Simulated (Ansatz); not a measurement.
# H2SSeSn (SMILES [S]1[Se][SnH2]1): energies and forces away from the minimum

An exercise on one series of results from a longer session: the logs are not shown, and one member is left open.

The runs use Ansatz 0.2.0, Gaussian basis; single points with forces in def2-TZVPP.

Levels: PBE-D4, r2SCAN-D4, PBE0-D4, wB97M-V, Hartree-Fock, MP2, CCSD, CCSD(T). Each coordinate is moved by a Gaussian draw of the width named (0.7 of it for atoms other than hydrogen): 0.09, 0.04, 0.12, 0.09 Å.

Cores are frozen in the correlated methods. Filled d shells of the heavier atoms are correlated. Core potentials replace the inner electrons past krypton, and spin-orbit coupling is left out.

6 further runs of the same task are left out: 1 that didn't finish, 5 set aside as unsound or not needed.

### Starting geometry

SMILES `[S]1[Se][SnH2]1`, 5 atoms, charge 0, spin multiplicity 1.

Atoms are counted from 1 here; the program's logs count them from 0.

Bond lengths: S1–Se2 2.339 Å, S1–Sn3 2.379 Å, Se2–Sn3 2.466 Å, Sn3–H4 1.715 Å, Sn3–H5 1.715 Å. Angles: Se2–S1–Sn3 63.0°, S1–Se2–Sn3 59.3°, S1–Sn3–Se2 57.7°, S1–Sn3–H4 117.6°, S1–Sn3–H5 117.6°, Se2–Sn3–H4 121.6°, Se2–Sn3–H5 121.6°, H4–Sn3–H5 110.8°.

Geometry (Å):

```
S     0.7276   -1.2535    1.3297
Se   -0.9016    0.3384    1.8591
Sn   -0.0108    0.1621   -0.4339
H    -0.9203   -0.5529   -1.6994
H     1.1052    1.3059   -1.0554
```

Set-up of the first run:

relax/in.yaml reads:

```yaml
crystal:
  periodic: [false, false, false]
  atoms:
    - {symbol: S, position_ang: [0.727560, -1.253520, 1.329740]}
    - {symbol: Se, position_ang: [-0.901630, 0.338400, 1.859050]}
    - {symbol: Sn, position_ang: [-0.010830, 0.162140, -0.433910]}
    - {symbol: H, position_ang: [-0.920290, -0.552930, -1.699450]}
    - {symbol: H, position_ang: [1.105190, 1.305900, -1.055430]}
basis:
  gaussian: {orbitals: def2-TZVP}
hamiltonian: {xc: pbe0, dispersion: d4}
relax: {f_tol: 0.005, max_steps: 200}
```

The command line of these runs was not kept.

Among the steps run: Finding the minimum; Reference energies at the minimum; Structure 1, width 0.09 Å; Structure 2, width 0.04 Å; Structure 3, width 0.12 Å; Structure 4, width 0.09 Å.

One table of the session follows, with a row left open; its other results are not shown here.

| method | RMS force component (eV/Å) | angle to CCSD(T) forces (°) | dipole (D) |
| --- | --- | --- | --- |
| PBE-D4 | 0.765 | 11.8 | 3.03 |
| r2SCAN-D4 | 0.701 | 6.0 | 3.24 |
| PBE0-D4 | ? | ? | ? |
| wB97M-V | 0.689 | 10.5 | 3.36 |
| CCSD(T) | 0.723 | reference | 3.16 |

Q: Estimate the row for PBE0-D4 from the others.

As computed: RMS force component (eV/Å): 0.684; angle to CCSD(T) forces (°): 11.0; dipole (D): 3.29. In the column «RMS force component (eV/Å)» it is the lowest.
